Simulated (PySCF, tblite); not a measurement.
# C8H13GeN: geometry, infrared bands, NMR shifts and electronic excitations

Aim: predict the infrared bands, NMR shifts and electronic excitations of C8H13GeN (`[CH3][Ge]([CH3])([CH3])[c]1cccnc1`).

Programs: tblite 0.8.0 and PySCF 2.14.0, with density-fitted response routines of our own. Each step states its level of theory. These are calculated values for one molecule in the gas phase, unless marked as measured. Atoms count from 0, in the outputs and in this text.

## (1) The molecule as given

23 atoms, charge 0, multiplicity 1; geometry from: GFN2-xTB.

Bonds of the start (Å): C0–Ge1 1.99, Ge1–C2 1.99, Ge1–C3 1.99, Ge1–C4 1.98, C4–C5 1.39, C5–C6 1.38, C6–C7 1.39, C7–N8 1.32, N8–C9 1.32, C9–C4 1.39, C0–H10 1.09, C0–H11 1.09, C0–H12 1.09, C2–H13 1.09, C2–H14 1.09, C2–H15 1.09, C3–H16 1.09, C3–H17 1.09, C3–H18 1.09, C5–H19 1.08, C6–H20 1.08, C7–H21 1.08, C9–H22 1.08.

## (2) Infrared spectrum with GFN2-xTB

Job settings and geometry (Å):

```
{"job": {"kind": "ir", "xc": "GFN2-xTB", "basis": "xTB"}, "charge": 0, "multiplicity": 1}
C     -1.901766     0.681738    -1.587350
Ge    -1.131187    -0.045476     0.094910
C     -1.671333    -1.944447     0.324801
C     -1.778370     1.020863     1.640088
C      0.844722     0.039229     0.024877
C      1.542355     0.381644    -1.126209
C      2.927128     0.395702    -1.112425
C      3.573168     0.065263     0.068010
N      2.928546    -0.260025     1.175822
C      1.608896    -0.271381     1.145157
H     -1.618198     0.081107    -2.447104
H     -1.575836     1.703975    -1.759098
H     -2.986155     0.682175    -1.522149
H     -1.265279    -2.350780     1.246341
H     -2.753301    -2.029911     0.362748
H     -1.310355    -2.552298    -0.499643
H     -1.521187     2.069263     1.521445
H     -1.341088     0.668071     2.569125
H     -2.858553     0.943047     1.723066
H      1.002261     0.635313    -2.029020
H      3.490899     0.655920    -1.995841
H      4.653964     0.060114     0.136298
H      1.126399    -0.548142     2.076391
```

Standard output:

```text
mode    cm-1     km/mol
  1      15.3      1.12
  2      70.8      0.13
  3      93.3      0.33
  4      99.1      0.12
  5     112.1      0.05
  6     139.1      0.06
  7     154.6      1.78
  8     154.7      0.83
  9     158.7      1.87
 10     187.0      4.11
 11     227.2      5.37
 12     278.8     12.50
 13     348.7      4.27
 14     414.7      1.74
 15     533.9     19.31
 16     579.6     52.93
 17     581.3     55.45
 18     597.2     10.35
 19     668.8      8.60
 20     690.4     10.42
 21     710.0      0.32
 22     743.9     33.72
 23     744.7     36.42
 24     768.4      6.80
 25     802.8     76.75
 26     804.6    143.84
 27     807.3    158.14
 28     899.9      0.49
 29     914.2      0.08
 30     926.2      0.04
 31     993.2      9.88
 32    1095.3      3.13
 33    1121.7      2.76
 34    1140.0      0.29
 35    1197.3      3.15
 36    1270.0      0.06
 37    1277.3      4.55
 38    1320.7      3.71
 39    1321.5      4.39
 40    1325.4      0.43
 41    1383.9      8.20
 42    1436.2      3.59
 43    1460.3      0.08
 44    1462.2      0.15
 45    1464.0      0.31
 46    1467.0      1.02
 47    1470.9      0.93
 48    1471.9      1.30
 49    1563.4     18.30
 50    1569.1     54.75
 51    3015.2     21.78
 52    3018.4     20.45
 53    3019.0     14.83
 54    3022.2      2.34
 55    3022.9      6.98
 56    3024.8      8.90
 57    3026.4     24.44
 58    3027.7     42.14
 59    3028.3     61.91
 60    3030.6     62.37
 61    3045.5     37.69
 62    3048.1     31.44
 63    3081.1     60.53
```

The strongest bands and the atoms that carry them (share of the mass-weighted mode):

```
cm⁻¹  km/mol                                   atoms
 581    55.5              C3 44 %, Ge1 21 %, C2 14 %
 803    76.8   H10 25 %, H11 19 %, C0 12 %, H17 12 %
 805   143.8            H13 18 %, H12 15 %, H17 13 %
 807   158.1  H16 20 %, H15 19 %, H18 14 %, H14 14 %
1569    54.8               C9 29 %, C6 26 %, C7 13 %
3028    61.9                      H16 42 %, H14 32 %
3031    62.4                      H17 58 %, H13 19 %
3081    60.5                                H20 87 %
```

## (3) Optimising the geometry at PBE0-D3(BJ)/def2-SVP

Same as in step 2 but for these lines:

```diff
@@ -1,2 +1,2 @@
-{"job": {"kind": "ir", "xc": "GFN2-xTB", "basis": "xTB"}, "charge": 0, "multiplicity": 1}
+{"job": {"xc": "PBE0", "basis": "def2-SVP", "d3": "d3bj", "grid": 1, "kind": "geom"}, "charge": 0, "multiplicity": 1}
 C     -1.901766     0.681738    -1.587350
```

Standard output:

```text
step   0  E = -2443.24194141  max force = 0.017118
step   1  E = -2443.24521547  max force = 0.003886
step   2  E = -2443.24538428  max force = 0.001201
step   3  E = -2443.24542009  max force = 0.001100
step   4  E = -2443.24541548  max force = 0.001420
step   5  E = -2443.24542769  max force = 0.000570
step   6  E = -2443.24542681  max force = 0.000433
optimisation converged
```

It took 3.7 min on 1 thread, shared host.

Relaxation path:

```
step  energy from step 0 (eV)  largest force component (eV/Å)
   0                   0.0000                          0.8802
   1                  -0.0891                          0.1998
   2                  -0.0937                          0.0618
   3                  -0.0947                          0.0566
   4                  -0.0945                          0.0730
   5                  -0.0949                          0.0293
   6                  -0.0948                          0.0223
```

Close pairs (by a distance rule), those that changed most:

```
  bond  before (Å)  after (Å)  change (Å)
C0–Ge1       1.988      1.954      -0.034
Ge1–C2       1.988      1.954      -0.033
Ge1–C3       1.986      1.954      -0.032
Ge1–C4       1.979      1.959      -0.020
C3–H17       1.086      1.100      +0.015
C2–H14       1.086      1.100      +0.014
C3–H18       1.086      1.100      +0.014
C2–H13       1.086      1.100      +0.014
```

The end geometry stands in the next job.

```
                         at the end point                value
rotational constants (GHz, main isotopes)  1.955, 0.626, 0.565
                        dipole moment (D)                 2.41
```

## (4) Nuclear shieldings: PBE0/pcSseg-1

Job settings and geometry (Å):

```
{"job": {"kind": "nmr", "xc": "PBE0", "basis": "pcSseg-1"}, "charge": 0, "multiplicity": 1}
C     -1.859163     0.473230    -1.647705
Ge    -1.147436    -0.044904     0.096499
C     -1.700099    -1.864688     0.546725
C     -1.760891     1.193035     1.478557
C      0.809058     0.018896     0.021470
C      1.517787     0.361982    -1.134907
C      2.910509     0.386188    -1.110771
C      3.556816     0.063665     0.081431
N      2.908439    -0.265945     1.196028
C      1.579115    -0.284462     1.154286
H     -1.520820    -0.216074    -2.435778
H     -1.543309     1.492874    -1.915028
H     -2.958990     0.452259    -1.626185
H     -1.267320    -2.174677     1.509500
H     -2.795913    -1.929638     0.624133
H     -1.362335    -2.572184    -0.224983
H     -1.456463     2.222770     1.240327
H     -1.330787     0.925137     2.455211
H     -2.857482     1.163536     1.566074
H      0.986541     0.612265    -2.058204
H      3.488700     0.650793    -1.999150
H      4.651957     0.072567     0.136759
H      1.083635    -0.561771     2.094701
```

Method: GIAO PBE0/pcSseg-1 NMR shielding, non-relativistic, gas phase.

Standard output:

```text
coarse grid: 86112 points
cycle   1  E = -2443.3667422435  dE =  4.723e-01  |g| = 9.939e-01  |ddm| = 4.558e+00
cycle   2  E = -2443.3326552282  dE =  3.409e-02  |g| = 1.049e+00  |ddm| = 1.280e+00
cycle   3  E = -2443.4803386656  dE = -1.477e-01  |g| = 9.737e-02  |ddm| = 7.285e-01
cycle   4  E = -2443.4811343466  dE = -7.957e-04  |g| = 6.194e-02  |ddm| = 1.067e-01
cycle   5  E = -2443.4819673701  dE = -8.330e-04  |g| = 1.060e-02  |ddm| = 6.417e-02
cycle   6  E = -2443.4819926632  dE = -2.529e-05  |g| = 4.411e-03  |ddm| = 1.605e-02
cycle   7  E = -2443.4819976558  dE = -4.993e-06  |g| = 1.045e-03  |ddm| = 4.660e-03
final grid: 183536 points
cycle   8  E = -2443.4820554228  dE =  3.039e-07  |g| = 1.591e-03  |ddm| = 4.020e-03
cycle   9  E = -2443.4820540877  dE =  1.335e-06  |g| = 2.720e-03  |ddm| = 4.331e-03
cycle  10  E = -2443.4820560781  dE = -1.990e-06  |g| = 3.010e-04  |ddm| = 2.824e-03
cycle  11  E = -2443.4820560984  dE = -2.025e-08  |g| = 3.693e-05  |ddm| = 2.902e-04
cycle  12  E = -2443.4820560987  dE = -3.320e-10  |g| = 9.600e-06  |ddm| = 4.679e-05
converged SCF energy = -2443.4820560987

GIAO shielding tensors (ppm)
atom      isotropic    diamagn.    paramagn.     s11        s22        s33       span
  0 C      189.001     252.928     -63.927    184.671    190.255    192.078      7.407
  1 Ge    1347.867    2757.539   -1409.672   1315.805   1341.826   1385.969     70.164
  2 C      184.991     252.531     -67.540    180.049    183.687    191.237     11.188
  3 C      185.168     252.527     -67.360    180.153    184.019    191.332     11.179
  4 C       43.054     267.356    -224.301    -49.405     -4.469    183.036    232.440
  5 C       38.853     253.518    -214.665    -82.764     24.679    174.645    257.408
  6 C       56.323     258.611    -202.288    -58.657     54.854    172.773    231.430
  7 C       28.852     252.063    -223.211    -81.519     23.353    144.722    226.241
  8 N      -94.419     331.924    -426.343   -405.006   -178.546    300.293    705.299
  9 C       23.867     253.024    -229.157    -92.108     24.050    139.659    231.767
 10 H       30.814      31.836      -1.022     26.081     27.503     38.857     12.776
 11 H       30.831      31.831      -1.000     26.122     27.515     38.854     12.732
 12 H       30.950      29.587       1.364     25.459     28.366     39.026     13.566
 13 H       30.786      31.505      -0.719     25.265     28.378     38.717     13.452
 14 H       31.025      29.539       1.486     25.989     27.844     39.241     13.252
 15 H       31.048      31.367      -0.320     26.081     28.317     38.745     12.664
 16 H       31.049      31.334      -0.285     26.116     28.267     38.763     12.647
 17 H       30.765      31.506      -0.741     25.233     28.350     38.711     13.478
 18 H       31.026      29.531       1.495     25.965     27.879     39.233     13.268
 19 H       23.551      34.926     -11.375     18.360     21.327     30.964     12.604
 20 H       24.117      30.543      -6.425     21.113     23.392     27.847      6.734
 21 H       22.561      27.438      -4.877     18.450     22.856     26.376      7.926
 22 H       22.450      33.693     -11.244     17.070     20.068     30.211     13.140
```

Run time: 74 s. Hardware: 1 thread, shared host.

Shifts follow as δ = σ(reference) − σ, with reference shieldings (ppm) from runs at the same level and on the same kind of geometry: 1H TMS 31.27, 13C TMS 184.4, 15N NH3 265.7, 73Ge GeMe4 1330. The references are single molecules in the gas phase, so shifts against H2O, NH3, PH3, H3PO4 or CFCl3 are not on the usual liquid scales and can be off by tens of ppm. Atoms listed in one row are averaged.

```
                             atoms                                         environment  σ (ppm)  δ (ppm)
                                C9                 aromatic CH next to a ring nitrogen     23.9    160.5
                                C7                 aromatic CH next to a ring nitrogen     28.9    155.6
                                C5                                         aromatic CH     38.9    145.6
                                C4                         substituted aromatic carbon     43.1    141.4
                                C6                                         aromatic CH     56.3    128.1
                        C0, C2, C3                          methyl carbon bonded to Ge    186.4     -2.0
                               H22  hydrogen on an aromatic CH next to a ring nitrogen    22.45     8.82
                               H21  hydrogen on an aromatic CH next to a ring nitrogen    22.56     8.71
                               H19                          hydrogen on an aromatic CH    23.55     7.72
                               H20                          hydrogen on an aromatic CH    24.12     7.15
H10, H11, H12, H13, H14 and 4 more            hydrogen on a methyl carbon bonded to Ge    30.92     0.35
                               Ge1                             germanium bonded to 4 C     1348      -18
                                N8                         pyridine-type ring nitrogen    -94.4    360.1
```

The run also stored atomic charges by several schemes (e):

```
     atoms  Mulliken    IAO  Hirshfeld  ESP fit
C0, C2, C3     -0.54  -0.68      -0.21    -0.74
       Ge1      0.83   0.97       0.42     1.08
        C4     -0.57  -0.27      -0.10    -0.76
        C5      0.01  -0.11      -0.04     0.34
        C6     -0.17  -0.18      -0.06    -0.64
        C7      0.14  -0.01       0.01     0.56
        N8     -0.42  -0.28      -0.17    -0.75
        C9      0.17   0.00       0.01     0.64
```

Mayer bond orders: C0–Ge1 1.03, Ge1–C2 1.03, Ge1–C3 1.03, Ge1–C4 0.74, C4–C5 1.43, C5–C6 1.44, C6–C7 1.40, C7–N8 1.47, N8–C9 1.49, C9–C4 1.39.

Ring of atoms C4, C5, C6, C7, N8, C9: NICS(0) -6.7, NICS(1) -11.2, NICS(1)zz -27.5 ppm (means of both faces).

## (5) TDDFT and polarisability: B3LYP/def2-SVPD

Same as in step 4 but for these lines:

```diff
@@ -1,2 +1,2 @@
-{"job": {"kind": "nmr", "xc": "PBE0", "basis": "pcSseg-1"}, "charge": 0, "multiplicity": 1}
+{"job": {"kind": "uv", "xc": "B3LYP", "basis": "def2-SVPD", "ip": true}, "charge": 0, "multiplicity": 1}
 C     -1.859163     0.473230    -1.647705
```

With the program's defaults for keys left out, this is: TDDFT B3LYP/def2-SVPD, vertical, gas phase, core orbitals frozen in the response.

Standard output:

```text
coarse grid: 86112 points
cycle   1  E = -2443.8762250146  dE =  4.141e-01  |g| = 7.308e-01  |ddm| = 1.080e+01
cycle   2  E = -2443.8187671148  dE =  5.746e-02  |g| = 9.077e-01  |ddm| = 5.293e+00
cycle   3  E = -2443.9896205164  dE = -1.709e-01  |g| = 8.198e-02  |ddm| = 3.305e+00
cycle   4  E = -2443.9904179898  dE = -7.975e-04  |g| = 5.354e-02  |ddm| = 5.442e-01
cycle   5  E = -2443.9910458153  dE = -6.278e-04  |g| = 1.245e-02  |ddm| = 3.824e-01
cycle   6  E = -2443.9910827852  dE = -3.697e-05  |g| = 5.439e-03  |ddm| = 7.164e-02
cycle   7  E = -2443.9910906067  dE = -7.821e-06  |g| = 7.578e-04  |ddm| = 1.564e-02
final grid: 183536 points
cycle   8  E = -2443.9910976538  dE =  4.109e-08  |g| = 1.319e-03  |ddm| = 2.502e-02
cycle   9  E = -2443.9910962251  dE =  1.429e-06  |g| = 2.590e-03  |ddm| = 9.909e-03
cycle  10  E = -2443.9910981342  dE = -1.909e-06  |g| = 2.511e-04  |ddm| = 6.965e-03
cycle  11  E = -2443.9910981487  dE = -1.449e-08  |g| = 3.811e-05  |ddm| = 1.402e-03
cycle  12  E = -2443.9910981490  dE = -3.151e-10  |g| = 1.184e-05  |ddm| = 2.236e-04
converged SCF energy = -2443.9910981490

Static polarisability (au): isotropic 130.545, principal 101.314 130.032 160.288

Singlet excitations
state   eV       nm        f      main configurations
  1   4.6322    267.7   0.00421   H->L 0.99
  2   4.8123    257.6   0.00007   H->L+1 0.99
  3   5.4001    229.6   0.05082   H-1->L 0.73, H-2->L+1 0.20
  4   6.0032    206.5   0.12048   H-1->L+1 0.72, H-2->L 0.20
  5   6.3282    195.9   0.00102   H-5->L 0.56, H-3->L 0.42
  6   6.3578    195.0   0.00483   H->L+2 0.96
  7   6.5594    189.0   0.04565   H-4->L 0.47, H-2->L 0.27, H-1->L+1 0.09
  8   6.5610    189.0   0.00094   H-1->L+2 0.57, H-3->L+1 0.14, H-5->L+1 0.14
  9   6.5714    188.7   0.01998   H-1->L+2 0.36, H-3->L 0.27, H-5->L 0.13
 10   6.5990    187.9   0.00540   H-5->L+1 0.29, H-5->L 0.27, H-3->L 0.23

Triplet excitations (Tamm-Dancoff, eV): 4.0251 4.2050 4.5191 4.6835
Vertical ionisation energy (delta-SCF) = 8.9616 eV
```

Wall time 12 min (1 thread, shared host).

Frontier orbitals and where they lie:

```
orbital     eV                       atoms
 HOMO−3  -8.26  C0 25 %, Ge1 20 %, C3 14 %
 HOMO−2  -7.95   C5 24 %, N8 18 %, C6 18 %
 HOMO−1  -7.22   C4 19 %, C7 18 %, C9 17 %
   HOMO  -6.94   N8 55 %, C7 10 %, C9 10 %
   LUMO  -1.01   C5 24 %, N8 22 %, C7 12 %
 LUMO+1  -0.79   C9 20 %, C6 18 %, C4 17 %
 LUMO+2   0.04   Ge1 18 %, C0 10 %, C2 7 %
```

With each of the 10 states as a Gaussian band of 0.4 eV half-width at 1/e, the curve within the window shown has maxima at 205 nm (ε 5,600) L/(mol cm). Beyond the last state computed it falls off for lack of states. The curve at chosen wavelengths:

| nm | ε (L/mol/cm) |
| --- | --- |
| 180 | 1525 |
| 185 | 2863 |
| 190 | 3919 |
| 195 | 4649 |
| 200 | 5306 |
| 205 | 5646 |
| 210 | 5304 |
| 216 | 4279 |
| 221 | 3475 |
| 226 | 2915 |
| 231 | 2466 |
| 236 | 1990 |
| 241 | 1480 |
| 246 | 1016 |
| 251 | 664 |
| 256 | 439 |
| 261 | 311 |
| 266 | 243 |
| 271 | 200 |
| 277 | 160 |
| 282 | 127 |
| 287 | 96 |
| 292 | 69 |
| 297 | 48 |
| 302 | 31 |
| 307 | 19 |

Ground-state properties from the same run:

```
           property  computed
  dipole moment (D)      2.47
polarisability (Å³)     19.34
 HOMO–LUMO gap (eV)      5.93
      −ε(HOMO) (eV)      6.94
```

## (6) Nuclear shieldings: B97-2/pcSseg-1

Same as in step 5 but for these lines:

```diff
@@ -1,2 +1,2 @@
-{"job": {"kind": "uv", "xc": "B3LYP", "basis": "def2-SVPD", "ip": true}, "charge": 0, "multiplicity": 1}
+{"job": {"kind": "nmr", "xc": "B97-2", "basis": "pcSseg-1", "pop": false}, "charge": 0, "multiplicity": 1}
 C     -1.859163     0.473230    -1.647705
```

Level: GIAO B97-2/pcSseg-1 NMR shielding, non-relativistic, gas phase.

Standard output:

```text
coarse grid: 86112 points
cycle   1  E = -2444.4858486831  dE =  4.186e-01  |g| = 9.186e-01  |ddm| = 4.563e+00
cycle   2  E = -2444.4446594770  dE =  4.119e-02  |g| = 9.951e-01  |ddm| = 1.313e+00
cycle   3  E = -2444.5967273997  dE = -1.521e-01  |g| = 1.053e-01  |ddm| = 7.536e-01
cycle   4  E = -2444.5975595151  dE = -8.321e-04  |g| = 7.137e-02  |ddm| = 1.207e-01
cycle   5  E = -2444.5987039806  dE = -1.144e-03  |g| = 1.212e-02  |ddm| = 7.446e-02
cycle   6  E = -2444.5987386383  dE = -3.466e-05  |g| = 4.536e-03  |ddm| = 1.756e-02
cycle   7  E = -2444.5987438157  dE = -5.177e-06  |g| = 1.198e-03  |ddm| = 4.786e-03
final grid: 183536 points
cycle   8  E = -2444.5987136636  dE =  4.826e-07  |g| = 1.890e-03  |ddm| = 4.802e-03
cycle   9  E = -2444.5987114750  dE =  2.189e-06  |g| = 3.372e-03  |ddm| = 5.260e-03
cycle  10  E = -2444.5987145899  dE = -3.115e-06  |g| = 3.808e-04  |ddm| = 3.526e-03
cycle  11  E = -2444.5987146226  dE = -3.267e-08  |g| = 4.400e-05  |ddm| = 3.660e-04
cycle  12  E = -2444.5987146230  dE = -4.566e-10  |g| = 1.050e-05  |ddm| = 4.892e-05
converged SCF energy = -2444.5987146230

GIAO shielding tensors (ppm)
atom      isotropic    diamagn.    paramagn.     s11        s22        s33       span
  0 C      187.482     252.967     -65.485    183.200    188.528    190.717      7.517
  1 Ge    1339.230    2759.025   -1419.794   1306.653   1334.166   1376.872     70.219
  2 C      183.622     252.597     -68.975    178.690    182.156    190.020     11.330
  3 C      183.795     252.593     -68.799    178.800    182.483    190.101     11.301
  4 C       45.581     267.385    -221.804    -43.873     -1.211    181.827    225.700
  5 C       41.412     253.681    -212.269    -77.327     28.318    173.247    250.574
  6 C       58.661     258.381    -199.719    -53.347     57.582    171.749    225.095
  7 C       31.457     252.094    -220.637    -76.202     26.782    143.791    219.993
  8 N      -86.936     331.539    -418.475   -387.563   -170.115    296.869    684.432
  9 C       26.584     253.380    -226.795    -86.726     27.658    138.821    225.547
 10 H       30.905      32.069      -1.164     26.279     27.669     38.766     12.487
 11 H       30.921      32.064      -1.143     26.320     27.680     38.763     12.443
 12 H       31.053      29.670       1.383     25.690     28.514     38.956     13.266
 13 H       30.882      31.738      -0.855     25.476     28.531     38.640     13.163
 14 H       31.116      29.615       1.501     26.194     27.987     39.167     12.973
 15 H       31.140      31.601      -0.461     26.295     28.459     38.668     12.373
 16 H       31.142      31.567      -0.425     26.331     28.409     38.685     12.354
 17 H       30.860      31.738      -0.878     25.444     28.504     38.633     13.189
 18 H       31.118      29.608       1.510     26.171     28.022     39.160     12.989
 19 H       23.727      35.227     -11.500     18.584     21.575     31.023     12.438
 20 H       24.309      30.667      -6.358     21.320     23.637     27.970      6.650
 21 H       22.745      27.485      -4.740     18.656     23.079     26.500      7.844
 22 H       22.633      34.010     -11.378     17.295     20.334     30.269     12.974
```

It took 75 s on 1 thread, shared host.

In short: δ C9 157.1, C7 152.2, C5 142.3, C4 138.1, H22 8.74, H21 8.63 ppm.

## (7) Run by run: NMR shifts

Shifts (ppm) of some atoms, chosen among heavy atoms and hydrogens apart, with basis size and wall time:

```
           run     C9     C7     C5     C4   H21   H20     N8  functions  time
 PBE0/pcSseg-1  160.5  155.6  145.6  141.4  8.71  7.15  360.1        259  74 s
B97-2/pcSseg-1  157.1  152.2  142.3  138.1  8.63  7.07  349.8        259  75 s
```

## (8) Summary of results

| quantity | value |
| --- | --- |
| strongest single infrared mode (GFN2-xTB) | 807 cm⁻¹, 158 km/mol |
| zero-point energy (GFN2-xTB) | 115.0 kcal/mol |
| rotational constants (main isotopes) | 1.95, 0.63, 0.57 GHz |
| 13C shifts against TMS (PBE0/pcSseg-1, means over atoms taken as alike) | 160.5, 155.6, 145.6, 141.4, 128.1, -2.0 ppm |
| 1H shifts against TMS (PBE0/pcSseg-1, means over atoms taken as alike) | 8.82, 8.71, 7.72, 7.15, 0.35 ppm |
| 73Ge shifts against GeMe4 (PBE0/pcSseg-1) | -18 ppm |
| 15N shifts against NH3 (PBE0/pcSseg-1) | 360.1 ppm |
| lowest singlet (B3LYP/def2-SVPD) | 4.63 eV (268 nm), f = 0.004 |
| brightest single state of those computed | state 4, 6.00 eV, f = 0.120 |
| lowest triplet | 4.03 eV |
| vertical ionisation energy (ΔSCF) | 8.96 eV |
| range of the shift of N8 | 349.8 to 360.1 ppm |

No mode is imaginary among the 63: a minimum at this level. GFN2-xTB is a fitted tight-binding method: band positions and strengths are rough. Its intensities can rank the bands wrongly. Relaxing lowered the energy by 0.095 eV in 6 steps; the close pair that moved most is C0–Ge1, from 1.988 to 1.954 Å. No frequency check was run at this level, so the end point may be a saddle. At PBE0/pcSseg-1: Shielding is most anisotropic at N8 (span 705 ppm, paramagnetic term -426 ppm). NICS(1)zz of -27 ppm above the planar ring from C4 marks a diatropic (aromatic) ring current. The first singlet state (HOMO→LUMO 0.99) lies at 4.63 eV and is weak; of the 10 states computed, the strongest absorption comes from state 4 at 6.00 eV. The lowest triplet lies 0.61 eV below the lowest singlet (triplets in Tamm-Dancoff, singlets in full TDDFT). ΔSCF puts the ionisation energy at 8.96 eV, 2.02 eV above −ε(HOMO). In ppm, N8 moves most: its shift spreads over 10.2 ppm, from 349.8 (B97-2/pcSseg-1) to 360.1 (PBE0/pcSseg-1). Spin-orbit coupling is left out, which matters for shieldings and couplings at and beside the heavy atoms.
